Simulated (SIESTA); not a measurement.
Runs of SIESTA 5.4.2 on BiTe. Symmetry: Fm-3m, No. 225, cubic system. Conventional cell: a = 6.470 Å, b = 6.470 Å, c = 6.470 Å, α = 90.00°, β = 90.00°, γ = 90.00°. Bi (site symmetry m-3m) has 6 Te at 3.23 Å as nearest neighbours. Te (site symmetry m-3m) is surrounded by 6 Bi at 3.23 Å. 

| potentials or basis | gap on the mesh (eV) | pressure (GPa) | relaxed volume (Å³/atom) |
| --- | --- | --- | --- |
| SG15 1.2 (PBE files) or PseudoDojo by element, DZP (energy shift 0.003 Ry; two zetas on semicore shells) | none | 0.1 | 34.92 |
| SPMS 1.0 (PBE files) or PseudoDojo by element, DZP (energy shift 0.003 Ry; two zetas on semicore shells) | none | 0.1 | 35.00 |
| PseudoDojo 0.4 standard (PBE files), DZP (energy shift 0.003 Ry; two zetas on semicore shells) | none | 0.0 | 34.89 |
| PseudoDojo 0.4 stringent (PBE files), DZP (energy shift 0.003 Ry; two zetas on semicore shells) | none | 0.0 | (a) |

Alike in all rows: task relaxation of cell and atoms; level PBE; no spin polarisation; cell relaxed; k mesh 4 × 4 × 4; smearing fermi-dirac 0.05 eV; grid cutoff 500 Ry; energy shift 0.003 Ry.

Fill in the values left out.

(a) 32.70.

Caveats: spin-orbit coupling is left out, which moves the levels of the heavy elements; the basis of atomic orbitals isn't converged, which shifts pressures, moduli and gaps; short orbitals over semicore shells can move pressures by several GPa (some runs); the valence orbitals were made in a potential fitted to the semicore shell under them, which widens gaps by tenths of an eV or more (some runs).

A k mesh can miss the band edges, and the runs leave out spin-orbit coupling on Bi, Te.

A gap of «none» marks a metal or a gap under the smearing width.

The runs don't all hold the same shells in valence.
